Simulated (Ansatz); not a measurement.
**SnNH4Cl (SMILES [NH2][SnH2][Cl]): levels of theory compared**

Aim: a comparison of 6 runs (HF/3-21G, B3LYP/def2-SVP, CAM-B3LYP/def2-SVP, wB97M-V/def2-SVP, wB97X/def2-SVP, RPA@PBE0/def2-SVP) of SnNH4Cl. 

Program for the calculation: Ansatz 0.2.0.

59 further runs of the same task are left out: 1 that didn't finish, 58 set aside as unsound or not needed.

**1. The system as given**

SnNH4Cl has 7 atoms, charge 0, and is taken as a singlet. As SMILES, `[NH2][SnH2][Cl]`. The N1–H4 distance was set to 1.312 Å, away from the relaxed value.

Bond lengths: N1–Sn2 2.002 Å, Sn2–Cl3 2.335 Å, N1–H5 1.009 Å, Sn2–H6 1.700 Å, Sn2–H7 1.700 Å. Angles: N1–Sn2–Cl3 106.6°, N1–Sn2–H6 110.9°, N1–Sn2–H7 110.9°, Cl3–Sn2–H6 105.3°, Cl3–Sn2–H7 105.3°, Sn2–N1–H5 116.4°, H6–Sn2–H7 117.0°. A long bond or contact: N1–H4 1.312 Å.

**2. The energy at HF/3-21G (run 1)**

Contents of run.yaml:

```yaml
basis:
  gaussian:
    orbitals: 3-21G-spherical.json
crystal:
  periodic: [false, false, false]
  atoms:
    - {symbol: "N", position_ang: [-0.723573, -0.171790, -0.915816]}
    - {symbol: Sn, position_ang: [0.811527, -0.110290, 0.368484]}
    - {symbol: Cl, position_ang: [1.095627, -2.285190, 1.170384]}
    - {symbol: H, position_ang: [-1.803500, 0.485500, -0.566500]}
    - {symbol: H, position_ang: [-0.507173, 0.013510, -1.883616]}
    - {symbol: H, position_ang: [0.422027, 0.825110, 1.733984]}
    - {symbol: H, position_ang: [2.261627, 0.265110, -0.436316]}
output: {orbitals: {seedname: orbitals}}
hamiltonian:
  xc: hf
accuracy: high
```

The basis set 3-21G is read from a file made from the Basis Set Exchange's data (not shown).

Run with:

```sh
$ ansatz run run.yaml --threads 1 --pin off --max-ram 3480MiB --events-out events.jsonl --progress --plain --runs-dir runs
```

Standard output:

```text
Warning: RAYON_NUM_THREADS=1 ignored (pool sized by the plan → 1); use --threads N
Functional definition: HF
  name "HF"
  exchange = exact_x
  correlation = 0
1322 factors; integrals over basis functions are off by at most 1.1e-8 eV
mean field evaluation 1: about -177145.1352 eV, gradient 2.7e1 eV
mean field evaluation 2: about -177145.3255 eV, gradient 2.8e1 eV
mean field evaluation 4: about -177147.2416 eV, gradient 2.0e0 eV
mean field evaluation 8: about -177147.2641 eV, gradient 1.9e-1 eV
mean field evaluation 16: about -177147.2644 eV, gradient 4.8e-8 eV
mean field -177147.26443653 eV, -6510.0418933141 hartree, gradient 4.8e-8 eV, S^2 0.000000; 0 other end points of the search recorded, 0 dependent functions left out
reference -177147.26443653 eV, -6510.0418933141 hartree; 39, 39 occupied and 22, 22 virtual orbitals, 1322 factors
Total energy: -177147.26443653 eV, -6510.0418933141 hartree
```

It took 0.88 s on 1 thread of AMD EPYC 9R45 (Zen 5), shared host; peak memory 0.18 GiB.

**3. A single-point energy at B3LYP/def2-SVP (core potential) (run 2)**

Contents of job.yaml:

```yaml
crystal:
  periodic: [false, false, false]
  atoms:
    - symbol: N
      position_ang: [-0.723573, -0.171790, -0.915816]
    - symbol: Sn
      position_ang: [0.811527, -0.110290, 0.368484]
    - symbol: Cl
      position_ang: [1.095627, -2.285190, 1.170384]
    - symbol: H
      position_ang: [-1.803500, 0.485500, -0.566500]
    - symbol: H
      position_ang: [-0.507173, 0.013510, -1.883616]
    - symbol: H
      position_ang: [0.422027, 0.825110, 1.733984]
    - symbol: H
      position_ang: [2.261627, 0.265110, -0.436316]
basis:
  gaussian:
    orbitals: def2-SVP
hamiltonian:
  xc: {name: B3LYP}
accuracy: high
output:
  orbitals: {seedname: orbitals}
```

Run with:

```sh
$ ansatz run job.yaml --threads 1 --pin off --max-ram 3480MiB --events-out events.jsonl --progress --plain --runs-dir runs
```

Standard output:

```text
Warning: RAYON_NUM_THREADS=1 ignored (pool sized by the plan → 1); use --threads N
Functional definition: B3LYP
  name "B3LYP"
  parameter a0 = 0.2
  parameter ax = 0.72
  parameter ac = 0.81
  exchange = (1 - a0 - ax)*slater_x + ax*b88_x + a0*exact_x
  correlation = (1 - ac)*vwn_rpa_c + ac*lyp_c
1810 factors; integrals over basis functions are off by at most 3.7e-9 eV
mean field evaluation 1: about -19899.2670 eV, gradient 5.6e1 eV
mean field evaluation 2: about -19868.5313 eV, gradient 1.1e2 eV
mean field evaluation 4: about -19905.9269 eV, gradient 6.1e0 eV
mean field evaluation 8: about -19906.1002 eV, gradient 1.3e-1 eV
mean field evaluation 16: about -19906.1002 eV, gradient 1.2e-5 eV
mean field -19906.10022021 eV, -731.5356902535 hartree, gradient 2.8e-8 eV, S^2 0.000000; 0 other end points of the search recorded, 0 dependent functions left out
reference -19906.10026066 eV, -731.5356917399 hartree; 25, 25 occupied and 53, 53 virtual orbitals, 1810 factors
Total energy: -19906.10026066 eV, -731.5356917399 hartree
```

Run time: 3.3 s. Hardware: 1 thread of AMD EPYC 9R45 (Zen 5), shared host; peak memory 0.27 GiB.

Run 3 isn't shown in full; the table further down has it.

**4. The energy at wB97M-V/def2-SVP (core potential) (run 4)**

Contents of molecule.yaml:

```yaml
crystal:
  periodic: [false, false, false]
  atoms:
    - {symbol: N, position_ang: [-0.723573, -0.171790, -0.915816]}
    - {symbol: Sn, position_ang: [0.811527, -0.110290, 0.368484]}
    - {symbol: Cl, position_ang: [1.095627, -2.285190, 1.170384]}
    - {symbol: H, position_ang: [-1.803500, 0.485500, -0.566500]}
    - {symbol: H, position_ang: [-0.507173, 0.013510, -1.883616]}
    - {symbol: H, position_ang: [0.422027, 0.825110, 1.733984]}
    - {symbol: H, position_ang: [2.261627, 0.265110, -0.436316]}
basis:
  gaussian: {orbitals: def2-SVP}
hamiltonian: {xc: {name: wB97M-V}}
accuracy: high
output: {orbitals: {seedname: orbitals}}
```

Run with:

```sh
$ ansatz run molecule.yaml --threads 1 --pin off --max-ram 3480MiB --events-out events.jsonl --progress --plain --runs-dir runs
```

Standard output, shortened:

```text
Warning: RAYON_NUM_THREADS=1 ignored (pool sized by the plan → 1); use --threads N
Functional definition: wB97M-V
  name "wB97M-V"
[...]
  gx(w, u) = 1 - cx + cx01*u + cx10*w
  gss(w, u) = css00 + css04*u^4 + css10*w + css20*w^2 + css43*w^4*u^3
  gos(w, u) = cos00 + cos10*w + (cos20 + cos21*u)*w^2 + (cos60 + cos61*u)*w^6
[...]
      + integral(e_c_pw_mod_opposite_spin*gos(b97_w_opposite, b97_u_opposite)) + vv10(b, c)
1810 factors; integrals over basis functions are off by at most 3.7e-9 eV
357 factors; integrals over basis functions are off by at most 1.7e-9 eV
[...]
mean field -19900.92347175 eV, -731.3454482566 hartree, gradient 9.8e-8 eV, S^2 0.000000; 0 other end points of the search recorded, 0 dependent functions left out
reference -19900.92347654 eV, -731.3454484324 hartree; 25, 25 occupied and 53, 53 virtual orbitals, 1810 factors
Total energy: -19900.92347654 eV, -731.3454484324 hartree
```

Wall time 26 s (1 thread of AMD EPYC 9R45 (Zen 5), shared host); peak memory 0.54 GiB.

Run 5 isn't shown in full; the table further down has it.

**5. The energy at RPA@PBE0/def2-SVP (core potential) (run 6)**

Edit run.yaml of step 2 so:

```diff
@@ -1,4 +1 @@
-basis:
-  gaussian:
-    orbitals: 3-21G-spherical.json
 crystal:
@@ -13,5 +10,10 @@
     - {symbol: H, position_ang: [2.261627, 0.265110, -0.436316]}
-output: {orbitals: {seedname: orbitals}}
+basis:
+  gaussian:
+    orbitals: def2-SVP
 hamiltonian:
-  xc: hf
+  xc: pbe0
+correlation:
+  method: rpa
+  frozen_orbitals: {Cl: 5, H: 0, "N": 1, Sn: 4}
 accuracy: high
```

Run with:

```sh
$ ansatz run run.yaml --threads 1 --pin off --max-ram 3480MiB --events-out events.jsonl --progress --plain --runs-dir runs
```

Standard output, shortened:

```text
Warning: RAYON_NUM_THREADS=1 ignored (pool sized by the plan → 1); use --threads N
Functional definition: PBE0
  name "PBE0"
[...]
1810 factors; integrals over basis functions are off by at most 3.7e-9 eV
[...]
mean field -19897.94268132 eV, -731.2359062284 hartree, gradient 5.3e-8 eV, S^2 0.000000; 0 other end points of the search recorded, 0 dependent functions left out
10 core orbitals not correlated: weight in the atoms' cores, before any rotation towards them, 1.000 or more for the frozen orbitals, at most 0.000 for the correlated occupied ones
reference -19847.86211635 eV, -729.3954794119 hartree; 15, 15 occupied and 53, 53 virtual orbitals, 1810 factors
Total energy: -19865.33774206 eV, -730.0376968110 hartree
```

Wall time 5.7 s (1 thread of AMD EPYC 9R45 (Zen 5), shared host); peak memory 0.34 GiB.

**6. The series**

| run | level | core potential | frozen core orbitals | energy (Eh) | HOMO energy (eV) | LUMO energy (eV) | HOMO–LUMO gap (eV) | wall time |
| --- | --- | --- | --- | --- | --- | --- | --- | --- |
| 1 | HF/3-21G | none | – | -6510.041893 | -10.84 | 2.81 | 13.65 | 0.88 s |
| 2 | B3LYP/def2-SVP (core potential) | def2-SVP | – | -731.535692 | -6.99 | -0.80 | 6.19 | 3.3 s |
| 3 | CAM-B3LYP/def2-SVP (core potential) | def2-SVP | – | -731.414349 | -8.66 | 0.55 | 9.21 | 3.6 s |
| 4 | wB97M-V/def2-SVP (core potential) | def2-SVP | – | -731.345448 | -9.61 | 1.43 | 11.04 | 26 s |
| 5 | wB97X/def2-SVP (core potential) | def2-SVP | – | -731.475015 | -9.73 | 1.67 | 11.40 | 11 s |
| 6 | RPA@PBE0/def2-SVP (core potential) | def2-SVP | 10 | -730.037697 | – | – | – | 5.7 s |

**7. Outcome**

| quantity | value |
| --- | --- |
| run 6: total energy | -730.03770 Eh |
| run 6: RPA correlation energy (valence) | -642.2 mEh |

In words: Over runs 1, 2, 3, 4, 5 the HOMO–LUMO gap runs from 6.19 eV (B3LYP/def2-SVP) to 13.65 eV (HF/3-21G). The two ends differ in method and basis and core potential. Totals of different functionals can't be ranked against each other. Some runs of one species differ in core potentials or relativity; totals across that change don't compare. In run 1 relativity is left out where basis or elements ask for it. All runs together took 50 s, the longest 26 s.
